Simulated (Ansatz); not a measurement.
# BH4OSSi: the cost of one run

The runs use Ansatz 0.2.0, Gaussian basis; functionals in def2-TZVPP, the program's frozen cores in correlated methods.

The runs, in order: PBE-D4, r2SCAN-D4, PBE0-D4, B3LYP-D4, ωB97X-V, ωB97M-V, B2PLYP; CCSD(T)/def2-TZVPP; CCSD(T)/def2-QZVPP; extrapolation to the limit.

## 1. The relaxed structure

The geometry comes from an earlier relaxation with PBE0-D4 in a triple-zeta def2 set; it is a stationary point, not always the lowest conformer.

SMILES `[SiH3]O[B]S`, 8 atoms, charge 0, spin multiplicity 2.

Atoms are counted from 1 here; the program's logs count them from 0.

Bond lengths: Si1–O2 1.661 Å, Si1–H5 1.484 Å, Si1–H6 1.480 Å, Si1–H7 1.480 Å, O2–B3 1.328 Å, B3–S4 1.806 Å, S4–H8 1.341 Å. Angles: O2–Si1–H5 109.8°, O2–Si1–H6 107.7°, O2–Si1–H7 107.7°, H5–Si1–H6 110.5°, H5–Si1–H7 110.5°, H6–Si1–H7 110.5°, Si1–O2–B3 140.5°, O2–B3–S4 125.7°, B3–S4–H8 95.3°.

## 2. PBE-D4 (GGA)

The input, in.yaml:

```yaml
crystal:
  periodic: [false, false, false]
  atoms:
    - {symbol: Si, position_ang: [-0.735815, 0.776470, 0.927550]}
    - {symbol: O, position_ang: [-0.810161, -0.302176, -0.332786]}
    - {symbol: B, position_ang: [-0.012727, -0.981430, -1.149334]}
    - {symbol: S, position_ang: [1.792198, -0.935575, -1.139886]}
    - {symbol: H, position_ang: [0.681444, 1.078386, 1.248990]}
    - {symbol: H, position_ang: [-1.410766, 0.156843, 2.090273]}
    - {symbol: H, position_ang: [-1.446927, 2.005965, 0.510234]}
    - {symbol: H, position_ang: [1.942763, -1.798462, -2.155041]}
basis:
  gaussian: {orbitals: def2-TZVPP}
magnetization: {spin_polarized: true, initial_magnetization: 1}
hamiltonian: {xc: pbe, dispersion: d4}
output: {forces: true, orbitals: {seedname: orbitals}}
```

Started as:

```console
> ansatz run in.yaml --threads 2 --pin off --events-out ev --progress --plain --max-ram 32768MiB --backend cpu
```

What time and memory should one allow on 2 threads of AMD EPYC 7R13, shared host?

About 3.6 s, with a peak of 0.31 GiB.
